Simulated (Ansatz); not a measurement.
# Mg4H7F: the cost of one run

Computed with Ansatz 0.2.0 (DFT PBEsol, scalar-relativistic, plane waves, PAW, unless a step's input says otherwise).

That is the level of the relaxation; later steps name their own.

## Step 1: The starting structure

The structure is orthorhombic, space group Imm2 (No. 44). The conventional cell has a = 6.056 Å, b = 6.403 Å, c = 6.403 Å, α = 90.00°, β = 90.00°, γ = 90.00°. Mg (site symmetry mm2) is surrounded by 5 H at 1.96 Å and 1 F at 1.96 Å. Mg (site symmetry mm2) is surrounded by 6 H at 1.96 Å. Mg (site symmetry m) has 5 H at 1.96 Å and 1 F at 1.96 Å as nearest neighbours. F (site symmetry mm2) has 3 Mg at 1.96 Å as nearest neighbours. H (site symmetry mm2) is surrounded by 3 Mg at 1.96 Å. Around H (site symmetry 1) lie 3 Mg at 1.96 Å.

As a file:

```cif
data_structure
_symmetry_space_group_name_H-M 'P 1'
_symmetry_Int_Tables_number 1
_cell_length_a 5.4469
_cell_length_b 5.4469
_cell_length_c 5.4469
_cell_angle_alpha 107.999
_cell_angle_beta 107.999
_cell_angle_gamma 112.457
_cell_volume 124.15
loop_
_atom_site_label
_atom_site_type_symbol
_atom_site_fract_x
_atom_site_fract_y
_atom_site_fract_z
_atom_site_occupancy
Mg1 Mg 0.50000 0.50000 0.00000 1
Mg2 Mg 0.00000 0.00000 0.00000 1
Mg3 Mg 0.25000 0.75000 0.50000 1
Mg4 Mg 0.75000 0.25000 0.50000 1
F1 F 0.50000 0.19400 0.69400 1
H1 H 0.00000 0.69400 0.69400 1
H2 H 0.55600 0.75000 0.80600 1
H3 H 0.05600 0.25000 0.80600 1
H4 H 0.50000 0.80600 0.30600 1
H5 H 0.00000 0.30600 0.30600 1
H6 H 0.94400 0.75000 0.19400 1
H7 H 0.44400 0.25000 0.19400 1
```

(A quick probe on a coarse mesh, which set the mesh and smearing, is not shown.)

## Step 3: The relaxation

Contents of input.yaml:

```yaml
crystal:
  lattice:
    - [0.0, 4.52776806, -3.02783462]
    - [0.0, -4.52776806, -3.02783462]
    - [-4.52776806, 0.0, 3.02783462]
  atoms:
    - { symbol: Mg, position: [0.5, 0.5, 0.0] }
    - { symbol: Mg, position: [0.0, 0.0, 0.0] }
    - { symbol: Mg, position: [0.25, 0.75, 0.5] }
    - { symbol: Mg, position: [0.75, 0.25, 0.5] }
    - { symbol: F, position: [0.5, 0.194, 0.694] }
    - { symbol: H, position: [0.0, 0.694, 0.694] }
    - { symbol: H, position: [0.556, 0.75, 0.806] }
    - { symbol: H, position: [0.056, 0.25, 0.806] }
    - { symbol: H, position: [0.5, 0.806, 0.306] }
    - { symbol: H, position: [0.0, 0.306, 0.306] }
    - { symbol: H, position: [0.944, 0.75, 0.194] }
    - { symbol: H, position: [0.444, 0.25, 0.194] }
basis:
  ecutwfc: 420
kpoints:
  mp_grid: { grid: [6, 6, 6] }
hamiltonian:
  xc: pbesol
scf:
  occupations: { method: gaussian, width: 0.02 }
output:
  forces: true
  stress: true
  eigenvalues: true
relax:
  adjacent_minimum: "off"
  f_tol: 0.005
  max_steps: 80
  cell: { stress_tol: 0.05 }
```

Run with:

```
$ ansatz run input.yaml --threads 4 --pin off --max-ram 10240MiB --backend cpu --events-out ev --progress --plain --runs-dir out
```

Q: Estimate wall time and peak memory on 4 threads of Arm Neoverse V2, shared host.

About 24 s, with a peak of 0.51 GiB.
